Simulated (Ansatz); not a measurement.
# C₂H₆O₂Si: a ladder of functionals and wavefunction methods

An exercise on one series of results from a longer session: the logs are not shown, and one member is left open.

Method: functionals in def2-TZVPP, the program's frozen cores in correlated methods; program: Ansatz 0.2.0, Gaussian basis.

Plan: LDA (SPW92), PBE-D4, revPBE-D4, BLYP-D4, r2SCAN-D4, B97M-V, PBE0-D4, B3LYP-D4, r2SCANh-D4, r2SCAN0-D4, HSE06-D4, BHLYP-D4, CAM-B3LYP-D4, LC-ωPBE, ωB97X-V, ωB97M-V, B2PLYP, PBE-QIDH; CCSD(T)/def2-SVP; CCSD(T)/def2-TZVPP; MP2/def2-QZVPP; extrapolation to the limit; RPA on PBE.

## The relaxed structure

The geometry comes from an earlier relaxation with PBE0-D4 in a triple-zeta def2 set; it is a stationary point, not always the lowest conformer.

SMILES `C=C(O)[SiH2]O`, 11 atoms, charge 0, spin multiplicity 1.

Atoms are counted from 1 here; the program's logs count them from 0.

Bond lengths: C1–C2 1.332 Å, C1–H6 1.082 Å, C1–H7 1.088 Å, C2–O3 1.365 Å, C2–Si4 1.876 Å, O3–H8 0.965 Å, Si4–O5 1.645 Å, Si4–H9 1.488 Å, Si4–H10 1.480 Å, O5–H11 0.958 Å. Angles: C2–C1–H6 120.2°, C2–C1–H7 122.5°, H6–C1–H7 117.3°, C1–C2–O3 124.1°, C1–C2–Si4 123.2°, O3–C2–Si4 112.7°, C2–O3–H8 109.7°, C2–Si4–O5 111.6°, C2–Si4–H9 108.1°, C2–Si4–H10 108.5°, O5–Si4–H9 110.8°, O5–Si4–H10 106.9°, H9–Si4–H10 110.9°, Si4–O5–H11 117.0°.

Coordinates:

| atom | x (Å) | y (Å) | z (Å) |
| --- | --- | --- | --- |
| C1 | 0.46231 | -0.56659 | 1.56984 |
| C2 | -0.25203 | -0.19414 | 0.50918 |
| O3 | -1.58402 | -0.44839 | 0.35500 |
| Si4 | 0.47121 | 0.76969 | -0.92866 |
| O5 | 0.23226 | -0.00626 | -2.35948 |
| H6 | 1.51991 | -0.34477 | 1.61963 |
| H7 | 0.02449 | -1.09880 | 2.41199 |
| H8 | -1.91155 | -0.93981 | 1.11757 |
| H9 | -0.15948 | 2.11765 | -0.94598 |
| H10 | 1.93438 | 0.87528 | -0.73557 |
| H11 | -0.67228 | -0.22076 | -2.59292 |

Set-up of the first run:

in.yaml

```yaml
crystal:
  periodic: [false, false, false]
  atoms:
    - {symbol: C, position_ang: [0.462308, -0.566591, 1.569840]}
    - {symbol: C, position_ang: [-0.252033, -0.194139, 0.509179]}
    - {symbol: O, position_ang: [-1.584019, -0.448390, 0.355002]}
    - {symbol: Si, position_ang: [0.471209, 0.769688, -0.928660]}
    - {symbol: O, position_ang: [0.232262, -0.006259, -2.359475]}
    - {symbol: H, position_ang: [1.519908, -0.344768, 1.619632]}
    - {symbol: H, position_ang: [0.024494, -1.098800, 2.411988]}
    - {symbol: H, position_ang: [-1.911549, -0.939809, 1.117569]}
    - {symbol: H, position_ang: [-0.159481, 2.117653, -0.945985]}
    - {symbol: H, position_ang: [1.934376, 0.875278, -0.735572]}
    - {symbol: H, position_ang: [-0.672277, -0.220763, -2.592918]}
basis:
  gaussian: {orbitals: def2-TZVPP}
hamiltonian: {xc: lda}
output: {orbitals: {seedname: orbitals}}
```

Among the steps run: LDA; PBE-D4 (GGA); revPBE-D4 (GGA); BLYP-D4 (GGA); r2SCAN-D4 (meta-GGA); B97M-V (meta-GGA); PBE0-D4 (hybrid); B3LYP-D4 (hybrid); r2SCANh-D4 (hybrid); r2SCAN0-D4 (hybrid); HSE06-D4 (hybrid); BHLYP-D4 (hybrid); CAM-B3LYP-D4 (range-separated); LC-ωPBE (range-separated); ωB97X-V (range-separated); ωB97M-V (range-separated); B2PLYP (double hybrid); PBE-QIDH (double hybrid).

One of the session's tables, all rows but one given; the rest of the session is left out.

It belongs to the step «Orbital energies across the functionals». 

| functional | HOMO (eV) | gap (eV) |
| --- | --- | --- |
| LDA (SPW92) | -6.05 | 4.67 |
| PBE-D4 | ? | ? |
| revPBE-D4 | -5.78 | 4.74 |
| BLYP-D4 | -5.71 | 4.70 |
| r2SCAN-D4 | -6.08 | 5.18 |
| B97M-V | -6.14 | 5.19 |
| PBE0-D4 | -7.06 | 6.86 |
| B3LYP-D4 | -6.84 | 6.41 |
| r2SCANh-D4 | -6.54 | 5.98 |
| r2SCAN0-D4 | -7.22 | 7.17 |
| HSE06-D4 | -6.66 | 6.08 |
| BHLYP-D4 | -8.13 | 8.91 |
| CAM-B3LYP-D4 | -8.41 | 9.27 |
| LC-ωPBE | -9.77 | 11.82 |
| ωB97X-V | -9.40 | 11.33 |
| ωB97M-V | -9.32 | 11.01 |

**Question.** Estimate the row for PBE-D4.

As computed: HOMO (eV): -5.85; gap (eV): 4.71. In the column «HOMO (eV)» it lies between LDA (SPW92) (-6.05) and revPBE-D4 (-5.78).
